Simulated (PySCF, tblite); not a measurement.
**C7H6FN: a rotation path, then NMR shifts on frames**

Aim: move C7H6FN (`C=C(C#N)C(=C)/C=C\F`) away from its starting geometry and see how NMR shifts follow the geometry.

The runs use tblite 0.8.0 and PySCF 2.14.0, with density-fitted response routines of our own; the level of theory stands in each step. All values are computed, except where a source is named. Atoms count from 0, in the outputs and in this text.

### 1 The molecule as given

15 atoms, charge 0, multiplicity 1; geometry from: GFN2-xTB.

Bonds of the start (Å): C0–C1 1.34, C1–C2 1.42, C2–N3 1.15, C1–C4 1.48, C4–C5 1.34, C4–C6 1.46, C6–C7 1.33, C7–F8 1.34, C0–H9 1.08, C0–H10 1.08, C5–H11 1.08, C5–H12 1.08, C6–H13 1.08, C7–H14 1.08.

### 2 The rotation path with GFN2-xTB

The job: settings as JSON, then the geometry in Å.

```
{"job": {"kind": "neb", "xc": "GFN2-xTB", "basis": "xTB", "atoms": [2, 1, 4, 6], "turn": 180}, "charge": 0, "multiplicity": 1}
C     -1.280322    -1.339130     0.398351
C     -1.001044    -0.038137     0.289436
C     -1.864030     0.917431     0.885613
N     -2.558370     1.693329     1.363931
C      0.134157     0.512524    -0.478995
C     -0.016223     1.638423    -1.182965
C      1.413601    -0.191717    -0.474489
C      1.909976    -0.961798     0.485899
F      1.277750    -1.234296     1.636208
H     -0.660191    -2.089364    -0.061979
H     -2.137761    -1.683634     0.950517
H     -0.944133     2.184036    -1.184618
H      0.788692     2.046976    -1.769492
H      2.051878    -0.013294    -1.327364
H      2.881607    -1.433359     0.448034
```

With the program's defaults for keys left out, this is: GFN2-xTB climbing-image nudged elastic band, gas phase.

The run is started by

```
$ OMP_NUM_THREADS=1 python probes_run.py task.json out
```

This one command runs all jobs of the session in turn.

The log of the run:

```text
image   E - E0 / eV
  0       0.0000
  1       0.0289
  2       0.1074
  3       0.1804
  4       0.1526
  5       0.0881
  6       0.0666
  7       0.0315
  8      -0.0043
```

Run time: 15 s. Hardware: 1 thread of Intel Xeon at 2.50GHz, shared host; peak memory 0.18 GiB.

The final band, with the dihedral C2–C1–C4–C6:

```tsv
image	dihedral (°)	energy (eV)	energy (kcal/mol)
0	145	0.000	0.0
1	166	0.029	0.7
2	188	0.107	2.5
3	208	0.180	4.2
4	224	0.153	3.5
5	243	0.088	2.0
6	265	0.067	1.5
7	287	0.031	0.7
8	309	-0.004	-0.1
```

### 3 Nuclear shieldings: image 0, PBE0/pcSseg-1

The job: settings as JSON, then the geometry in Å.

```
{"job": {"kind": "nmr", "xc": "PBE0", "basis": "pcSseg-1", "pop": false}, "charge": 0, "multiplicity": 1}
C     -1.280300    -1.339100     0.398400
C     -1.001000    -0.038100     0.289400
C     -1.864000     0.917400     0.885600
N     -2.558400     1.693300     1.363900
C      0.134200     0.512500    -0.479000
C     -0.016200     1.638400    -1.183000
C      1.413600    -0.191700    -0.474500
C      1.910000    -0.961800     0.485900
F      1.277800    -1.234300     1.636200
H     -0.660200    -2.089400    -0.062000
H     -2.137800    -1.683600     0.950500
H     -0.944100     2.184000    -1.184600
H      0.788700     2.047000    -1.769500
H      2.051900    -0.013300    -1.327400
H      2.881600    -1.433400     0.448000
```

With the program's defaults for keys left out, this is: GIAO PBE0/pcSseg-1 NMR shielding, non-relativistic, gas phase.

The log of the run:

```text
coarse grid: 13472 points
cycle   1  E = -424.1886708869  dE =  1.397e+00  |g| = 5.946e-01  |ddm| = 3.792e+00
cycle   2  E = -424.0336193488  dE =  1.551e-01  |g| = 1.051e+00  |ddm| = 1.364e+00
cycle   3  E = -424.2570791343  dE = -2.235e-01  |g| = 2.018e-01  |ddm| = 9.453e-01
cycle   4  E = -424.2651083292  dE = -8.029e-03  |g| = 7.323e-02  |ddm| = 2.101e-01
cycle   5  E = -424.2661367690  dE = -1.028e-03  |g| = 1.979e-02  |ddm| = 6.840e-02
cycle   6  E = -424.2662260031  dE = -8.923e-05  |g| = 6.265e-03  |ddm| = 2.249e-02
cycle   7  E = -424.2662337701  dE = -7.767e-06  |g| = 2.418e-03  |ddm| = 7.894e-03
final grid: 133288 points
cycle   8  E = -424.3263944936  dE = -3.691e-05  |g| = 7.293e-03  |ddm| = 3.494e-02
cycle   9  E = -424.3263817935  dE =  1.270e-05  |g| = 1.016e-02  |ddm| = 1.554e-02
cycle  10  E = -424.3264071957  dE = -2.540e-05  |g| = 2.075e-03  |ddm| = 9.851e-03
cycle  11  E = -424.3264083673  dE = -1.172e-06  |g| = 3.199e-04  |ddm| = 2.228e-03
cycle  12  E = -424.3264083853  dE = -1.807e-08  |g| = 1.628e-04  |ddm| = 4.157e-04
cycle  13  E = -424.3264083895  dE = -4.130e-09  |g| = 5.503e-05  |ddm| = 1.480e-04
cycle  14  E = -424.3264083900  dE = -5.897e-10  |g| = 2.387e-05  |ddm| = 5.390e-05
converged SCF energy = -424.3264083900

GIAO shielding tensors (ppm)
atom      isotropic    diamagn.    paramagn.     s11        s22        s33       span
  0 C       44.395     251.099    -206.704    -78.203     45.015    166.374    244.577
  1 C       59.923     257.195    -197.271    -51.321     83.824    147.268    198.590
  2 C       63.494     259.627    -196.133    -57.814    -44.641    292.936    350.750
  3 N      -48.149     341.349    -389.498   -196.797   -181.911    234.260    431.057
  4 C       41.864     254.944    -213.080    -70.407     44.880    151.117    221.524
  5 C       57.147     251.922    -194.775    -45.300     59.786    156.955    202.255
  6 C       71.000     257.537    -186.536    -28.920    100.097    141.824    170.744
  7 C       27.868     245.442    -217.574    -55.125     58.710     80.018    135.143
  8 F      267.528     477.366    -209.837    166.526    202.828    433.231    266.705
  9 H       25.465      31.140      -5.676     21.217     25.463     29.715      8.499
 10 H       25.168      28.408      -3.239     21.218     25.281     29.006      7.788
 11 H       25.679      30.878      -5.199     22.724     24.558     29.754      7.031
 12 H       25.951      30.416      -4.465     23.056     25.195     29.602      6.546
 13 H       26.084      31.585      -5.501     24.223     25.628     28.402      4.179
 14 H       24.963      27.785      -2.823     21.649     26.429     26.809      5.160
```

Wall time 75 s (1 thread of Intel Xeon at 2.50GHz, shared host); peak memory 0.87 GiB.

Shifts follow as δ = σ(reference) − σ, with reference shieldings (ppm) from runs at the same level and on the same kind of geometry: 1H TMS 31.72, 13C TMS 186.9, 19F CFCl3 170.9, 15N NH3 267.7. The references are single molecules in the gas phase, so shifts against H2O, NH3, PH3, H3PO4 or CFCl3 are not on the usual liquid scales and can be off by tens of ppm. Each atom is listed at this fixed geometry, with no averaging over motion; a spectrum would average atoms that exchange fast.

```tsv
atoms	environment	σ (ppm)	δ (ppm)
C7	alkene CH	27.9	159.1
C4	fully substituted alkene carbon	41.9	145.1
C0	terminal =CH2 carbon	44.4	142.5
C5	terminal =CH2 carbon	57.1	129.8
C1	fully substituted alkene carbon	59.9	127.0
C2	nitrile carbon	63.5	123.4
C6	alkene CH	71.0	115.9
H14	hydrogen on an alkene CH	24.96	6.75
H10	hydrogen on a terminal =CH2 carbon	25.17	6.55
H9	hydrogen on a terminal =CH2 carbon	25.46	6.25
H11	hydrogen on a terminal =CH2 carbon	25.68	6.04
H12	hydrogen on a terminal =CH2 carbon	25.95	5.77
H13	hydrogen on an alkene CH	26.08	5.63
N3	nitrile nitrogen	-48.1	315.9
F8	vinylic fluorine	267.5	-96.6
```

Orbitals, density, ELF and potential are computed afterwards from the orbital file.

Frontier orbitals at PBE0/pcSseg-1, with the share of their density that lies nearest to each atom:

```tsv
orbital	energy (eV)	lies on
HOMO	-7.15	C5 25 %; C7 16 %; C4, C6 about 12 % each
LUMO	-1.82	C0 23 %; C1, C5 about 15 % each; C4 9 %
```

ELF in a plane through or near 7 of the atoms.

Values, 10 rows by 14 columns:
```
0.00 0.00 0.00 0.00 0.00 0.00 0.00 0.00 0.00 0.00 0.00 0.00 0.00 0.00
0.00 0.00 0.00 0.00 0.00 0.00 0.00 0.00 0.00 0.00 0.00 0.00 0.00 0.00
0.00 0.00 0.00 0.00 0.00 0.00 0.03 0.18 0.97 0.90 0.00 0.00 0.00 0.00
0.00 0.00 0.00 0.01 0.01 0.03 0.15 0.55 0.83 0.34 0.01 0.01 0.00 0.00
0.00 0.00 0.59 0.83 0.63 0.48 0.02 0.70 0.39 0.52 0.51 0.27 0.04 0.00
0.00 0.00 0.16 0.15 0.29 0.19 0.89 0.50 0.54 0.43 0.47 0.27 0.05 0.00
0.00 0.00 0.00 0.20 0.98 0.94 0.21 0.87 0.61 0.87 0.01 0.00 0.00 0.00
0.00 0.00 0.00 0.00 0.18 0.02 0.88 0.99 0.65 0.98 0.37 0.00 0.00 0.00
0.00 0.00 0.00 0.00 0.00 0.00 0.86 0.96 0.07 0.01 0.00 0.00 0.00 0.00
0.00 0.00 0.00 0.00 0.00 0.00 0.00 0.00 0.00 0.00 0.00 0.00 0.00 0.00
```
The map spans 11.5 Å across and 10.8 Å up, centred on the molecule. Atoms in the plane (x, y in Å): C1 (0.9, 0.5), C4 (0.1, -0.7), C5 (0.6, -1.9), C6 (-1.4, -0.6), H11 (1.7, -2.0), H12 (0.0, -2.8), H13 (-2.0, -1.4).

log10 of the density (e/Å³) in the same plane.

Ten even steps from ' ' (-4.0) to '@' (1.6):
```
                                                        
                                                        
                            ..........                  
                      ....::::------::..                
                  ....::----==++++++==--....            
            ....::::----====++******++--::..            
        ..::::----======++++**##****++==--::::..        
      ..::--======++++==++**######**++======--::::      
    ..::--==++++******++==++**####****++++++==--::..    
    ..::==++++****####**++**####%%##****++++====--..    
      ::--====++**##############****++++++====--::..    
      ..::--====**########%%%%##**++========----::      
        ..::--==**##********######**++==----::..        
          ..--==++++++==++**##@@####**++--::..          
            ..::------==++######****++==--::            
              ....::::==++******++====--::..            
                    ..--====++==----::..                
                      ..::::::::::..                    
                                                        
                                                        
```
The map spans 11.5 Å across and 10.8 Å up, centred on the molecule. Atoms in the plane (x, y in Å): C1 (0.9, 0.5), C4 (0.1, -0.7), C5 (0.6, -1.9), C6 (-1.4, -0.6), H11 (1.7, -2.0), H12 (0.0, -2.8), H13 (-2.0, -1.4).

On the surface of density 0.002 e/bohr³ the electrostatic potential runs, from the 1st to the 99th percentile, from -1.77 V near N3 to 1.41 V near H14.

### 4 NMR shieldings: image 1, PBE0/pcSseg-1

The job: settings as JSON, then the geometry in Å.

```
{"job": {"kind": "nmr", "xc": "PBE0", "basis": "pcSseg-1", "pop": false}, "charge": 0, "multiplicity": 1}
C     -1.217400    -1.304700     0.599200
C     -1.020100    -0.017300     0.295400
C     -2.057800     0.900600     0.614400
N     -2.919200     1.616500     0.855200
C      0.139000     0.534000    -0.425000
C      0.056400     1.731700    -1.016700
C      1.380200    -0.235800    -0.536300
C      1.940800    -1.050400     0.347300
F      1.437800    -1.324700     1.560000
H     -0.510400    -2.072900     0.342800
H     -2.106300    -1.618000     1.120100
H     -0.833100     2.334800    -0.955800
H      0.885700     2.145900    -1.564500
H      1.943300    -0.065700    -1.442700
H      2.876800    -1.566000     0.184700
```

Method: GIAO PBE0/pcSseg-1 NMR shielding, non-relativistic, gas phase.

The log of the run:

```text
coarse grid: 13472 points
cycle   1  E = -424.1911342642  dE =  1.396e+00  |g| = 5.905e-01  |ddm| = 3.837e+00
cycle   2  E = -424.0402430035  dE =  1.509e-01  |g| = 1.041e+00  |ddm| = 1.377e+00
cycle   3  E = -424.2583002899  dE = -2.181e-01  |g| = 2.000e-01  |ddm| = 9.449e-01
cycle   4  E = -424.2661666807  dE = -7.866e-03  |g| = 7.263e-02  |ddm| = 2.088e-01
cycle   5  E = -424.2671908354  dE = -1.024e-03  |g| = 1.869e-02  |ddm| = 6.798e-02
cycle   6  E = -424.2672692884  dE = -7.845e-05  |g| = 5.790e-03  |ddm| = 2.049e-02
cycle   7  E = -424.2672756539  dE = -6.365e-06  |g| = 2.490e-03  |ddm| = 7.587e-03
final grid: 133288 points
cycle   8  E = -424.3272787368  dE = -3.820e-05  |g| = 7.168e-03  |ddm| = 4.011e-02
cycle   9  E = -424.3272662217  dE =  1.252e-05  |g| = 9.994e-03  |ddm| = 1.507e-02
cycle  10  E = -424.3272906907  dE = -2.447e-05  |g| = 2.287e-03  |ddm| = 9.781e-03
cycle  11  E = -424.3272921184  dE = -1.428e-06  |g| = 3.527e-04  |ddm| = 2.415e-03
cycle  12  E = -424.3272921351  dE = -1.670e-08  |g| = 2.131e-04  |ddm| = 4.532e-04
cycle  13  E = -424.3272921431  dE = -7.990e-09  |g| = 7.516e-05  |ddm| = 1.917e-04
cycle  14  E = -424.3272921442  dE = -1.198e-09  |g| = 1.983e-05  |ddm| = 6.851e-05
cycle  15  E = -424.3272921443  dE = -7.185e-11  |g| = 5.566e-06  |ddm| = 2.217e-05
converged SCF energy = -424.3272921443

GIAO shielding tensors (ppm)
atom      isotropic    diamagn.    paramagn.     s11        s22        s33       span
  0 C       44.249     251.951    -207.701    -74.004     41.553    165.200    239.204
  1 C       61.536     256.147    -194.611    -46.345     86.430    144.522    190.867
  2 C       64.013     259.788    -195.775    -56.708    -44.418    293.166    349.874
  3 N      -48.872     341.531    -390.403   -204.890   -179.746    238.020    442.909
  4 C       43.376     254.120    -210.744    -68.302     44.513    153.917    222.219
  5 C       55.131     252.419    -197.288    -45.849     56.193    155.048    200.897
  6 C       72.963     258.555    -185.592    -28.239    103.664    143.464    171.703
  7 C       28.759     245.689    -216.930    -55.859     61.463     80.671    136.530
  8 F      268.345     477.463    -209.118    165.757    217.647    421.631    255.874
  9 H       25.461      31.670      -6.209     21.542     25.399     29.441      7.899
 10 H       25.110      28.290      -3.180     21.628     24.782     28.921      7.293
 11 H       25.344      31.186      -5.842     22.759     23.920     29.354      6.595
 12 H       25.899      30.352      -4.453     23.189     24.899     29.610      6.421
 13 H       26.083      31.412      -5.329     23.778     25.836     28.636      4.858
 14 H       24.968      27.844      -2.876     21.592     26.304     27.008      5.416
```

It took 55 s on 1 thread of Intel Xeon at 2.50GHz, shared host; peak memory 0.92 GiB.

In short: δ C7 158.2, C4 143.5, C0 142.7, C5 131.8, H14 6.75, H10 6.61 ppm.

(Part 1 of 2 ends here.)
